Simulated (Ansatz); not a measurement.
# H₆OSSi₂: how energies converge with the basis set

The task here is to estimate one member of a computed series from the others.

The runs use Ansatz 0.2.0, Gaussian basis; one geometry, several basis sets.

Levels to be run: PBE0-D4/def2-SVP; ωB97M-V/def2-SVP; PBE0-D4/def2-QZVPP; ωB97M-V/def2-QZVPP; the functionals' def2-TZVPP values are taken from earlier runs.

## The relaxed structure

The geometry comes from an earlier relaxation with PBE0-D4 in a triple-zeta def2 set; it is a stationary point, not always the lowest conformer.

SMILES `O[SiH]([SiH3])S`, 10 atoms, charge 0, spin multiplicity 1.

Atoms are counted from 1 here; the program's logs count them from 0.

Bond lengths: O1–Si2 1.647 Å, O1–H5 0.959 Å, Si2–Si3 2.335 Å, Si2–S4 2.148 Å, Si2–H6 1.489 Å, Si3–H7 1.487 Å, Si3–H8 1.487 Å, Si3–H9 1.487 Å, S4–H10 1.343 Å. Angles: Si2–O1–H5 117.6°, O1–Si2–Si3 106.3°, O1–Si2–S4 112.8°, O1–Si2–H6 111.1°, Si3–Si2–S4 108.2°, Si3–Si2–H6 113.2°, S4–Si2–H6 105.3°, Si2–Si3–H7 108.9°, Si2–Si3–H8 109.5°, Si2–Si3–H9 111.0°, H7–Si3–H8 109.1°, H7–Si3–H9 109.1°, H8–Si3–H9 109.2°, Si2–S4–H10 94.5°.

As a file:

| atom | x (Å) | y (Å) | z (Å) |
| --- | --- | --- | --- |
| O1 | -1.8217 | 0.5701 | -0.1893 |
| Si2 | -0.1790 | 0.5982 | -0.0691 |
| Si3 | 0.4443 | -1.4424 | 0.8799 |
| S4 | 0.7913 | 0.7736 | -1.9774 |
| H5 | -2.2383 | 1.2342 | -0.7423 |
| H6 | 0.2814 | 1.7764 | 0.7165 |
| H7 | 1.8842 | -1.3841 | 1.2466 |
| H8 | 0.2392 | -2.5332 | -0.1099 |
| H9 | -0.3577 | -1.7309 | 2.0982 |
| H10 | 1.0395 | 2.0869 | -1.8502 |

Set-up of the first run:

in.yaml reads:

```yaml
crystal:
  periodic: [false, false, false]
  atoms:
    - {symbol: O, position_ang: [-1.821655, 0.570137, -0.189287]}
    - {symbol: Si, position_ang: [-0.178996, 0.598202, -0.069109]}
    - {symbol: Si, position_ang: [0.444342, -1.442392, 0.879874]}
    - {symbol: S, position_ang: [0.791284, 0.773583, -1.977393]}
    - {symbol: H, position_ang: [-2.238278, 1.234199, -0.742270]}
    - {symbol: H, position_ang: [0.281428, 1.776429, 0.716469]}
    - {symbol: H, position_ang: [1.884193, -1.384081, 1.246572]}
    - {symbol: H, position_ang: [0.239177, -2.533161, -0.109935]}
    - {symbol: H, position_ang: [-0.357748, -1.730866, 2.098236]}
    - {symbol: H, position_ang: [1.039455, 2.086851, -1.850157]}
basis:
  gaussian: {orbitals: def2-SVP}
hamiltonian: {xc: pbe0, dispersion: d4}
output: {orbitals: {seedname: orbitals}}
```

Started as:

```console
ansatz run in.yaml --threads 2 --pin off --events-out ev --progress --plain --max-ram 4352MiB
```

Steps of the session up to this table: PBE0-D4 in def2-SVP; ωB97M-V in def2-SVP; PBE0-D4 in def2-QZVPP; ωB97M-V in def2-QZVPP.

One table of the session follows, with a row left open; its other results are not shown here.

It belongs to the step «Density functionals: the series». 

```
functional       basis  HOMO (eV)  LUMO (eV)
   PBE0-D4    def2-SVP      -7.49       0.06
   PBE0-D4  def2-TZVPP      -7.61      -0.33
   PBE0-D4  def2-QZVPP      -7.64      -0.49
   ωB97M-V    def2-SVP      -9.61       1.95
   ωB97M-V  def2-TZVPP          ?          ?
   ωB97M-V  def2-QZVPP      -9.81       1.01
```

**Question.** Estimate the row for ωB97M-V, def2-TZVPP.

As computed: HOMO (eV): -9.77; LUMO (eV): 1.39. In the column «HOMO (eV)» it lies between ωB97M-V, def2-QZVPP (-9.81) and ωB97M-V, def2-SVP (-9.61).
